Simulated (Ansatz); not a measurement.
# ClH7OSi3: the cost of one run

All numbers below are computed with Ansatz 0.2.0 (RKS B3LYP-D4/STO-3G).

### 1 Starting point

Bond lengths: O1–Si2 1.600 Å, Si2–Si3 2.303 Å, Si3–Si4 2.329 Å, Si4–Cl5 2.035 Å, O1–H6 1.024 Å, Si2–H7 1.506 Å, Si2–H8 1.438 Å, Si3–H9 1.520 Å, Si3–H10 1.443 Å, Si4–H11 1.558 Å, Si4–H12 1.464 Å. Angles (14 of 19 angles, heavy atoms first): O1–Si2–Si3 111.4°, Si2–Si3–Si4 102.8°, Si3–Si4–Cl5 111.3°, O1–Si2–H7 107.8°, O1–Si2–H8 108.7°, Si3–Si2–H7 110.5°, Si3–Si2–H8 109.1°, Si2–O1–H6 118.7°, Si2–Si3–H9 109.3°, Si2–Si3–H10 111.0°, Si4–Si3–H9 108.8°, Si4–Si3–H10 113.8°, Si3–Si4–H11 106.8°, Si3–Si4–H12 112.8°.

As a file:

```xyz
12

O    -1.4778    2.1819    1.2819
Si   -0.7848    0.7443    1.1615
Si    0.1828    0.4492   -0.9078
Si    1.2537   -1.6076   -0.6887
Cl    2.1060   -2.1881   -2.4434
H    -2.4761    2.2668    1.0685
H     0.2530    0.6419    2.2481
H    -1.7850   -0.2688    1.3630
H     1.2312    1.5269   -1.1292
H    -0.8111    0.4802   -1.9531
H     0.1494   -2.6576   -0.3641
H     2.2356   -1.6242    0.3972
```

### 2 Relaxing end A

input.yaml

```yaml
crystal:
  periodic: [false, false, false]
  atoms:
    - { symbol: O, position_ang: [-1.4778, 2.1819, 1.2819] }
    - { symbol: Si, position_ang: [-0.7848, 0.7443, 1.1615] }
    - { symbol: Si, position_ang: [0.1828, 0.4492, -0.9078] }
    - { symbol: Si, position_ang: [1.2537, -1.6076, -0.6887] }
    - { symbol: Cl, position_ang: [2.106, -2.1881, -2.4434] }
    - { symbol: H, position_ang: [-2.4761, 2.2668, 1.0685] }
    - { symbol: H, position_ang: [0.253, 0.6419, 2.2481] }
    - { symbol: H, position_ang: [-1.785, -0.2688, 1.363] }
    - { symbol: H, position_ang: [1.2312, 1.5269, -1.1292] }
    - { symbol: H, position_ang: [-0.8111, 0.4802, -1.9531] }
    - { symbol: H, position_ang: [0.1494, -2.6576, -0.3641] }
    - { symbol: H, position_ang: [2.2356, -1.6242, 0.3972] }
basis:
  gaussian: { orbitals: STO-3G }
hamiltonian:
  xc: b3lyp
  dispersion: d4
relax:
  f_tol: 0.02
  max_steps: 50
```

On the command line:

```sh
ansatz run input.yaml --threads 1 --pin off --max-ram 2048MiB --backend cpu --events-out ev --progress --plain --runs-dir out
```

**Question.** How long does this run take on 1 thread of Intel Xeon at 2.70GHz, shared host, and how much memory does it need?

About 48 s, with a peak of 0.15 GiB.
